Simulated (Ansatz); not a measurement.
**TeAs: a sublattice displacement scan**

This session takes TeAs and sets out to map the energy as every As atom is pushed off its site.

Computed with Ansatz 0.2.0 (DFT PBEsol+D3(BJ), scalar-relativistic, plane waves, PAW, unless a step's input says otherwise).

**1. The starting structure**

It takes space group Fm-3m (No. 225, cubic). The conventional cell has a = 5.935 Å, b = 5.935 Å, c = 5.935 Å, α = 90.00°, β = 90.00°, γ = 90.00°. Te (site symmetry m-3m) is surrounded by 6 As at 2.97 Å. As (site symmetry m-3m) is surrounded by 6 Te at 2.97 Å.

Coordinates:

```
CELL_PARAMETERS angstrom
0.00000 2.96767 2.96767
2.96767 0.00000 2.96767
2.96767 2.96767 0.00000
ATOMIC_POSITIONS crystal
Te 0.50000 0.50000 0.50000
As 0.00000 0.00000 0.00000
```

It goes back to an entry of the Materials Project, which need not be the stable form.

No relaxation comes first: the listed cell is the starting point.

**2. The reference cell**

The reference gives a free energy of -11715.1934 eV, pressure -5.47 GPa, largest force 0.000 eV/Å and gap on the mesh none (metal). It was computed beforehand with the settings of the runs below.

**3. Next: a sublattice displacement scan**

Every As atom is moved by x along the Cartesian unit vector (0.000, 1.000, 0.000); the cell and all other atoms stay fixed. Forces below are components along that vector, summed over the moved atoms.

**4. x = -0.300 Å**

Contents of input.yaml:

```yaml
crystal:
  lattice:
    - [0.0, 2.967667, 2.967667]
    - [2.967667, 0.0, 2.967667]
    - [2.967667, 2.967667, 0.0]
  atoms:
    - { symbol: Te, position: [0.5, 0.5, 0.5] }
    - { symbol: As, position: [-0.0505447545, 0.0505447545, -0.0505447545] }
basis:
  ecutwfc: 420
kpoints:
  mp_grid: { grid: [14, 14, 14] }
hamiltonian:
  xc: pbesol
  dispersion: d3bj
scf:
  occupations: { method: gaussian, width: 0.15 }
output:
  forces: true
  stress: true
  eigenvalues: true
```

On the command line:

```bash
$ ansatz run input.yaml --threads 1 --pin off --max-ram 2560MiB --backend cpu --events-out ev --progress --plain --runs-dir out
```

**5. At x = 0.225 Å**

Changes to input.yaml since step 4:

```diff
@@ -7,3 +7,3 @@
     - { symbol: Te, position: [0.5, 0.5, 0.5] }
-    - { symbol: As, position: [-0.0505447545, 0.0505447545, -0.0505447545] }
+    - { symbol: As, position: [0.0379085659, -0.0379085659, 0.0379085659] }
 basis:
```

**6. At x = -0.150 Å**

Changes to input.yaml since step 5:

```diff
@@ -7,3 +7,3 @@
     - { symbol: Te, position: [0.5, 0.5, 0.5] }
-    - { symbol: As, position: [0.0379085659, -0.0379085659, 0.0379085659] }
+    - { symbol: As, position: [-0.0252723773, 0.0252723773, -0.0252723773] }
 basis:
@@ -21 +21,5 @@
   eigenvalues: true
+  write_density: true
+  write_potential: true
+  elf: true
+  volumetric_format: npy
```

**7. Point x = 0.075 Å**

Changes to input.yaml since step 6:

```diff
@@ -7,3 +7,3 @@
     - { symbol: Te, position: [0.5, 0.5, 0.5] }
-    - { symbol: As, position: [-0.0252723773, 0.0252723773, -0.0252723773] }
+    - { symbol: As, position: [0.0126361886, -0.0126361886, 0.0126361886] }
 basis:
@@ -21,5 +21 @@
   eigenvalues: true
-  write_density: true
-  write_potential: true
-  elf: true
-  volumetric_format: npy
```

**8. Point x = 0.263 Å**

Changes to input.yaml since step 7:

```diff
@@ -7,3 +7,3 @@
     - { symbol: Te, position: [0.5, 0.5, 0.5] }
-    - { symbol: As, position: [0.0126361886, -0.0126361886, 0.0126361886] }
+    - { symbol: As, position: [0.0442266602, -0.0442266602, 0.0442266602] }
 basis:
```

**9. Point x = 0.188 Å**

Changes to input.yaml since step 8:

```diff
@@ -7,3 +7,3 @@
     - { symbol: Te, position: [0.5, 0.5, 0.5] }
-    - { symbol: As, position: [0.0442266602, -0.0442266602, 0.0442266602] }
+    - { symbol: As, position: [0.0315904716, -0.0315904716, 0.0315904716] }
 basis:
@@ -21 +21,5 @@
   eigenvalues: true
+  write_density: true
+  write_potential: true
+  elf: true
+  volumetric_format: npy
```

**10. x = 0.113 Å**

Changes to input.yaml since step 9:

```diff
@@ -7,3 +7,3 @@
     - { symbol: Te, position: [0.5, 0.5, 0.5] }
-    - { symbol: As, position: [0.0315904716, -0.0315904716, 0.0315904716] }
+    - { symbol: As, position: [0.0189542829, -0.0189542829, 0.0189542829] }
 basis:
@@ -21,5 +21 @@
   eigenvalues: true
-  write_density: true
-  write_potential: true
-  elf: true
-  volumetric_format: npy
```

**11. x = 0.037 Å**

Changes to input.yaml since step 10:

```diff
@@ -7,3 +7,3 @@
     - { symbol: Te, position: [0.5, 0.5, 0.5] }
-    - { symbol: As, position: [0.0189542829, -0.0189542829, 0.0189542829] }
+    - { symbol: As, position: [0.0063180943, -0.0063180943, 0.0063180943] }
 basis:
```

(Steps that only read results are left out.)

Before running it: what results should come out?

As calculated:

```
                                                        quantity       value
force constant along x, from the points at -0.150, 0 and 0.037 Å  2.76 eV/Å²
```

**Reading.** The restoring force grows by 2.76 eV/Å per Å near the site. The step of 0.15 Å is wide, so anharmonic terms mix in. The undisturbed cell stays the lowest of the sampled points. Spin-orbit coupling is left out for Te.
